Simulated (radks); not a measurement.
**Hf⁺ in [Xe] 4f14 5d1 6s2: an all-electron calculation**

What are the levels of the hafnium ion Hf+, how large are its shells, and how does its energy divide?

The numbers are computed with radks (a radial shooting solver on a logarithmic mesh, Libxc functionals) version 1 (scalar-relativistic Kohn-Sham, PBE, spin-polarised, spherical densities, point nucleus; open shells are filled with parallel spins first), except any that are marked as measured or tabulated.

## (1) The atom as given

| Property | Result |
| --- | --- |
| element | hafnium (Z = 72) |
| charge | +1 |
| electrons | 71 |
| configuration | [Xe] 4f14 5d1 6s2 |

The outer shells:

Hf⁺
```
[Xe] core
4f [↑↓][↑↓][↑↓][↑↓][↑↓][↑↓][↑↓]
5d [↑ ][  ][  ][  ][  ]
6s [↑↓]
```

## (2) The run

The run's settings:

```text
Z 72
configuration [Xe] 4f14 5d1 6s2 6p0 7s0
relativity scalar-relativistic
functional pbe,pbe
spin polarised
nucleus point
c 137.035999084
```

On the command line:

```console
$ python run_ks.py task.json out
```

All runs below come from this command, one after another.

What does the calculation give?

As calculated:

| quantity | value |
| --- | --- |
| total energy | -15077.9842 hartree |
| exchange-correlation share of it | 2.04 % |
| −T/E | 1.0959 |
| highest occupied level | 5d up, -10.974 eV |
| most extended occupied level | 6s down, <r> = 3.14 bohr |
| radius at density 0.001 e/bohr³ | 4.58 bohr |
| maxima of the radial density | 4 |
| ionisation energy, NIST | 14.61 (theory) eV |

**Reading.** 6 principal shells are occupied and 4 maxima appear in the radial density; where shells overlap, one shows as a shoulder or not at all. −T/E is 1.096: with relativity the kinetic term as defined here no longer equals −E. Minus the highest eigenvalue, 10.974 eV, is 75 % of the tabulated ionisation energy (14.61 eV); the potential of a semilocal functional falls off too fast, so its top eigenvalue is too shallow. Open shells are spherical and high-spin; term and fine-structure splittings are not resolved. Spin-orbit splitting is averaged out at the scalar-relativistic level.
